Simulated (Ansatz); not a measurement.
# ErSc2Sb3: the cost of one run

Program: Ansatz 0.2.0. Level of theory: DFT PBE, scalar-relativistic, plane waves, PAW; 4f electrons in the core of a trivalent norm-conserving potential, unless a step names another level. These are calculated values, not measurements.

12 further runs of the same task are left out: 5 that didn't finish, 7 set aside as unsound or not needed.

## 1. Plan

Pauling electronegativities: Er 1.24, Sc 1.36, Sb 2.05 (spread 0.81). The formula balances with common oxidation states: Sc +3, Er +3, Sb -3. Tabulated atomic sizes suggest about 24 Å³/atom. 22 candidates were drawn, by swapping species into database cells of other compounds, at random by space group and Wyckoff sites, or by hand, as the table says:

```tsv
name	made from	space group no.	Wyckoff sites	atoms (primitive cell)	V (Å³/atom)
c01	random	157	Er 1a; Sc 2b; Sb 3c	6	24.5
c02	database cell of Ti3NbAl2	164	Er 1b; Sc 2d; Sb 2d, 1a	6	27.9
c03	random	139	Er 2b; Sc 4c; Sb 4e, 2a	6	27.8
c04	random	123	Er 1a; Sc 2g; Sb 2e, 1d	6	26.4
c05	random	164	Er 1a; Sc 2d; Sb 2d, 1b	6	29.6
c06	database cell of Li2ZnCu3	166	Er 3b; Sc 6c; Sb 9e	6	27.7
c07	database cell of Lu2Ga3Cu	156	Er 1b; Sc 1c, 1c; Sb 1a, 1a, 1b	6	24.3
c08	random	25	Er 1b; Sc 1d, 1d; Sb 2g, 1b	6	24.8
c09	random	191	Er 1a; Sc 2d; Sb 3f	6	29.2
c10	database cell of MnHg2Te3	156	Er 1b; Sc 1a, 1c; Sb 1a, 1c, 1b	6	30.5
c11	database cell of Nd2Ge3Ir	25	Er 1d; Sc 1b, 1a; Sb 1c, 1c, 1d	6	26.3
c12	random	71	Er 2b; Sc 4h; Sb 4j, 2a	6	26.9
c13	random	187	Er 1a; Sc 1d, 1e; Sb 2g, 1c	6	30.1
c14	database cell of DySi2Rh3	191	Er 1a; Sc 2c; Sb 3g	6	24.1
c15	random	12	Er 2b; Sc 4f; Sb 2d, 4i	6	24.6
c16	random	12	Er 2b; Sc 4i; Sb 4i, 2d	6	24.5
c17	random	123	Er 1c; Sc 2g; Sb 1a, 2h	6	25.2
c18	random	123	Er 1b; Sc 2h; Sb 1d, 1a, 1c	6	28.4
c19	random	123	Er 1b; Sc 2e; Sb 2h, 1a	6	25.0
c20	random	12	Er 2a; Sc 2b, 2c; Sb 4f, 2d	6	31.2
c21	random	191	Er 1a; Sc 2e; Sb 1b, 2d	6	31.0
c22	database cell of Ti2AlSi3	38	Er 2a; Sc 2a, 2b; Sb 2b, 2a, 2b	6	24.6
```

## 2. Screening run of c05

input.yaml reads:

```yaml
crystal:
  lattice:
    - [4.9644473, 0.0, 0.0]
    - [-2.48222365, 4.29933748, 0.0]
    - [0.0, 0.0, 8.31221087]
  atoms:
    - { symbol: Er, position: [0.0, 0.0, 0.0] }
    - { symbol: Sc, position: [0.33333333, 0.66666667, 0.5622479] }
    - { symbol: Sc, position: [0.66666667, 0.33333333, 0.4377521] }
    - { symbol: Sb, position: [0.33333333, 0.66666667, 0.21187902] }
    - { symbol: Sb, position: [0.66666667, 0.33333333, 0.78812098] }
    - { symbol: Sb, position: [0.0, 0.0, 0.5] }
basis:
  ecutwfc: 770
kpoints:
  mp_grid: { grid: [4, 4, 2] }
hamiltonian:
  xc: pbe
  pseudopotentials:
    kind: paw
    azcp: { Er: "pseudopotentials/pbe/nc/lanthanide_3plus/Er.nc.azcp" }
scf:
  occupations: { method: gaussian, width: 0.2 }
  lower_state_search: "off"
output:
  forces: true
  stress: true
  eigenvalues: true
relax:
  adjacent_minimum: "off"
  f_tol: 0.08
  max_steps: 16
  cell: { stress_tol: 0.8 }
```

Run with:

```sh
$ ansatz run input.yaml --threads 1 --pin off --max-ram 2816MiB --backend cpu --events-out ev --progress --plain --runs-dir out
```

What time and memory should one allow on 1 thread of Intel Xeon at 2.50GHz (Skylake/Cascade Lake), shared host?

About 5.5 min, with a peak of 0.65 GiB.
